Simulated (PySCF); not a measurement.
# SnO: bond curves at several levels of theory

An exercise on one series of results from a longer session: the logs are not shown, and one member is left open.

Program: PySCF 2.14.0. Level of theory: Sn def2-TZVPP with ECP28, O def2-TZVPP, scalar-relativistic core potentials. These are calculated values, not measurements.

The first run:

Settings of the job:

```
atoms                         : Sn, O
charge                        : 0
basis                         : Sn def2-TZVPP with ECP28, O def2-TZVPP
Hamiltonian                   : scalar-relativistic core potentials
basis functions               : 81
electrons treated             : 30
masses in u                   : 119.9022, 15.9949
levels                        : PBE0, PBE, r²SCAN, BHandHLYP, M06-L, revPBE, PBEsol, CAM-B3LYP, HF, MP2, SCS-MP2, CCSD, CCSD(T)
grid                          : 80 radial by 434 angular points
occupations                   : held fixed by the projection of orbital angular momentum
dissociation limit            : Sn + O, each in its ground configuration
starting distance in angstrom : 1.950
values of 2S to try           : 0, 2, 4
```

Among the steps run: Input; The PBE0 curve of the state that the search chose; Higher solutions at PBE0; PBE (GGA); r²SCAN; BHandHLYP; M06-L; revPBE (GGA); PBEsol; CAM-B3LYP; RHF (mean field); Correlated methods on the Hartree–Fock reference.

One of the session's tables, all rows but one given; the rest of the session is left out.

It belongs to the step «The curves together». Energy (eV) from each level's lowest point:

```
R (Å)    RHF  RHF-MP2  RHF-SCS-MP2  RHF-CCSD  RHF-CCSD(T)
1.568  1.694    2.173        2.163       n/a          n/a
1.641  0.650    1.017        1.005     0.858        0.978
1.714  0.134    0.361        0.351     0.257        0.335
1.768  0.000    0.105        0.100     0.051        0.092
1.823  0.026    0.000        0.000     0.000        0.000
1.878      ?        ?            ?         ?            ?
1.951  0.508    0.152        0.168     0.291        0.180
2.042  1.071    0.479        0.508     0.715        0.511
2.151  1.857    1.036        1.074     1.340        1.008
2.297  2.938    2.159        2.163       n/a          n/a
```

**Question.** Estimate the row for R (Å) = 1.878.

Worked estimate for «RHF». A straight line through the neighbours (1.823, 0.026) and (1.951, 0.508) gives 0.026 + (0.508 − 0.026) × (1.878 − 1.823) / (1.951 − 1.823) = 0.233; a parabola fitted to 4 rows on both sides gives 0.185.

The run gave: RHF: 0.174; RHF-MP2: 0.009; RHF-SCS-MP2: 0.016; RHF-CCSD: 0.067; RHF-CCSD(T): 0.023. In «RHF» the line misses by +0.059 and the parabola by +0.011.

State 2 has its PBE0 minimum 2.25 eV higher. The other levels ran on the lowest alone.
